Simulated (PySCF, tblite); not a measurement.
# C4H10AlB: geometry, infrared bands and NMR shifts

What infrared bands and NMR shifts should C4H10AlB (`B[C@H]1CC[CH2][AlH]1`) show?

The runs use tblite 0.8.0 and PySCF 2.14.0, with density-fitted response routines of our own; the level of theory stands in each step. All values are computed, except where a source is named. Atoms are numbered from 0 throughout.

## (1) Starting geometry

16 atoms, charge 0, multiplicity 1; geometry from: force field or distance geometry start.

Bonds of the start (Å): B0–C1 1.58, C1–C2 1.53, C2–C3 1.51, C3–C4 1.52, C4–Al5 2.01, Al5–C1 2.01, B0–H6 1.19, B0–H7 1.18, C1–H8 1.09, C2–H9 1.12, C2–H10 1.09, C3–H11 1.10, C3–H12 1.11, C4–H13 1.10, C4–H14 1.09, Al5–H15 1.60.

## (2) Relaxing the molecule with GFN2-xTB

What the job is given:

```
{"job": {"kind": "relax", "xc": "GFN2-xTB", "basis": "xTB"}, "charge": 0, "multiplicity": 1}
B      2.401500    -0.045500     0.515200
C      1.033900     0.120400    -0.259800
C      0.086600    -1.053400    -0.018800
C     -1.247000    -0.662900    -0.616000
C     -1.852200     0.443200     0.224700
Al    -0.178200     1.490300     0.584000
H      3.357000    -0.275700    -0.148400
H      2.572100     0.523200     1.540500
H      1.141900     0.279400    -1.331600
H     -0.066100    -1.172600     1.080800
H      0.491000    -1.992900    -0.397100
H     -1.061200    -0.349400    -1.657800
H     -1.908300    -1.553900    -0.652300
H     -2.456800     1.071000    -0.447700
H     -2.349300     0.116300     1.133600
H      0.027700     3.071600     0.439400
```

Started as:

```sh
$ OMP_NUM_THREADS=1 python probes_run.py task.json out
```

One launch serves the whole session: the jobs run in the order shown.

**Question.** This job is followed by: GFN2-xTB harmonic vibrations, gas phase; GIAO PBE0/pcSseg-1 NMR shielding, non-relativistic, gas phase. Predict these results of the whole session: strongest single infrared mode (GFN2-xTB); zero-point energy (GFN2-xTB); ¹³C shifts against TMS (PBE0/pcSseg-1); ¹H shifts against TMS (PBE0/pcSseg-1, means over atoms taken as alike); ¹¹B shifts against BF3·OEt2 (PBE0/pcSseg-1); ²⁷Al shifts against AlH4- (PBE0/pcSseg-1).

As calculated:

```
                                                              quantity                                                     value
                             strongest single infrared mode (GFN2-xTB)                                     1816 cm⁻¹, 555 km/mol
                                          zero-point energy (GFN2-xTB)                                             77.5 kcal/mol
                                ¹³C shifts against TMS (PBE0/pcSseg-1)                                82.8, 43.2, 35.5, 16.6 ppm
¹H shifts against TMS (PBE0/pcSseg-1, means over atoms taken as alike)  7.14, 5.95, 3.38, 3.01, 2.63, 2.04, 1.17, 1.14, 0.62 ppm
                           ¹¹B shifts against BF3·OEt2 (PBE0/pcSseg-1)                                                  69.2 ppm
                             ²⁷Al shifts against AlH4- (PBE0/pcSseg-1)                                                 250.4 ppm
```

In words: Relaxing lowered the energy by 1.052 eV in 97 steps; the close pair that moved most is B0–C1, from 1.581 to 1.520 Å. No mode is imaginary among the 42: a minimum at this level. The strongest single mode, at 1816 cm⁻¹, moves mainly H15. Unscaled tight-binding wavenumbers are off by several per cent, some by more. Its intensities can rank the bands wrongly. At PBE0/pcSseg-1: Shielding is most anisotropic at B0 (span 178 ppm, paramagnetic term -162 ppm).
